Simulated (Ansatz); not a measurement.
# ClFH3SbSi: the cost of one run

Computed with Ansatz 0.2.0, driven from Python. Level of theory: PBE+D4/def2-SVP.

**1. Starting point**

Bond lengths: F1–Sb2 2.021 Å, Sb2–Si3 2.510 Å, Sb2–Cl4 2.455 Å, Si3–H5 1.502 Å, Si3–H6 1.501 Å, Si3–H7 1.429 Å. Angles: F1–Sb2–Si3 91.3°, F1–Sb2–Cl4 90.2°, Si3–Sb2–Cl4 90.8°, Sb2–Si3–H5 109.3°, Sb2–Si3–H6 109.6°, Sb2–Si3–H7 112.0°, H5–Si3–H6 108.0°, H5–Si3–H7 108.7°, H6–Si3–H7 109.2°.

The script holds or builds the structure itself.

**2. The script**

Contents of freq_clfh3sbsi.py:

```python
'''Vibrations and zero-point energy of ClFH3SbSi.'''

import itertools

import ansatz
from ase import Atoms
from ase.data import atomic_numbers, covalent_radii
from ase.thermochemistry import IdealGasThermo
import numpy as np


def main() -> None:
    atoms = Atoms(['F', 'Sb', 'Si', 'Cl', 'H', 'H', 'H'], positions=[
        (-1.3084, -2.0476, -0.338),
        (-1.3323, -0.4814, 0.9391),
        (0.2721, 0.7955, -0.5088),
        (0.5335, -1.465, 2.1957),
        (1.3823, -0.118, -0.9451),
        (0.879, 1.9175, 0.2817),
        (-0.3649, 1.3309, -1.6704),
    ])
    system = ansatz.Crystal.molecule_from_ase(atoms)

    setup = system.calculation()
    setup = setup.basis(gaussian='def2-SVP').functional('pbe', dispersion='d4')
    symbols = [site.symbol for site in system.cartesian_sites]
    start = np.array([site.position_ang for site in system.cartesian_sites], dtype=float)
    report = setup.relax(force_tolerance=0.003).run(threads=1).report
    end = np.array(report['positions_ang'])

    # pairs closer than 1.2 times the sum of covalent radii, before or after
    radius = [covalent_radii[atomic_numbers[s]] for s in symbols]
    span = lambda where, i, j: np.linalg.norm(where[i] - where[j])
    bonded = [(i, j) for i, j in itertools.combinations(range(len(symbols)), 2) if min(span(start, i, j), span(end, i, j)) < 1.2 * (radius[i] + radius[j])]
    print('pair        before    after (A)')
    for i, j in bonded:
        print(f'{symbols[i]}{i}-{symbols[j]}{j}'.ljust(10), f'{span(start, i, j):8.4f} {span(end, i, j):8.4f}')

    # same settings at the minimum
    minimum = ansatz.Crystal.molecule()
    for symbol, place in zip(symbols, end):
        minimum = minimum.atom(symbol, place.tolist())
    vibrating = (
        minimum.calculation()
        .basis(gaussian='def2-SVP')
        .functional('pbe', dispersion='d4')
        .phonons(temperatures=(100, 500, 100))
    )
    vib = vibrating.run(threads=1).report['vibrations']
    sums = vib['harmonic_sums']
    modes = [m['omega_inv_cm'] for m in sums['modes_at_gamma'] if m['rigid_motion'] == 'no']
    for number, w in enumerate(modes, start=1):
        print(f'mode {number:2d} {w:9.1f} 1/cm {w / 8065.544 * 1000:8.2f} meV')
    print('imaginary modes:', sum(w < 0 for w in modes), ' zero-point energy:', round(sums['zero_point_energy_ev'], 4), 'eV')
    # rigid rotor and ideal gas, symmetry number taken as one
    gas = IdealGasThermo(vib_energies=[w / 8065.544 for w in modes if w > 0], geometry='linear' if len(modes) == 3 * len(symbols) - 5 else 'nonlinear',
                         atoms=Atoms(symbols, positions=end), symmetrynumber=1, spin=0.0)
    print(f'H(298 K) - E = {gas.get_enthalpy(298.15, verbose=False):.4f} eV')
    print(f'S(298 K, 1 bar) = {96485.33 * gas.get_entropy(298.15, 1e5, verbose=False):.1f} J/(mol K) with symmetry number 1')

    # all hydrogen replaced by deuterium
    heavier = vibrating.phonons(masses={'H': 2.014102}).run(threads=1).report['vibrations']['harmonic_sums']
    print('deuterated (1/cm):', ' '.join(f'{m["omega_inv_cm"]:.0f}' for m in heavier['modes_at_gamma'] if m['rigid_motion'] == 'no'))
    print('zero-point energy falls by', round(sums['zero_point_energy_ev'] - heavier['zero_point_energy_ev'], 4), 'eV')


if __name__ == '__main__':
    main()
```

**3. The input behind the calls**

The engine receives this input (first run):

```yaml
crystal:
  periodic: [false, false, false]
  atoms:
    - { symbol: F, position_ang: [-1.3084, -2.0476, -0.338] }
    - { symbol: Sb, position_ang: [-1.3323, -0.4814, 0.9391] }
    - { symbol: Si, position_ang: [0.2721, 0.7955, -0.5088] }
    - { symbol: Cl, position_ang: [0.5335, -1.465, 2.1957] }
    - { symbol: H, position_ang: [1.3823, -0.118, -0.9451] }
    - { symbol: H, position_ang: [0.879, 1.9175, 0.2817] }
    - { symbol: H, position_ang: [-0.3649, 1.3309, -1.6704] }
basis:
  gaussian:
    orbitals: def2-SVP
hamiltonian:
  xc: pbe
  dispersion: d4
relax:
  f_tol: 0.003
```

**4. The run**

Command:

```console
$ python freq_clfh3sbsi.py
```

Q: Estimate wall time and peak memory on 1 thread of Arm Neoverse V1, shared host.

About 2.9 min, with a peak of 0.27 GiB.
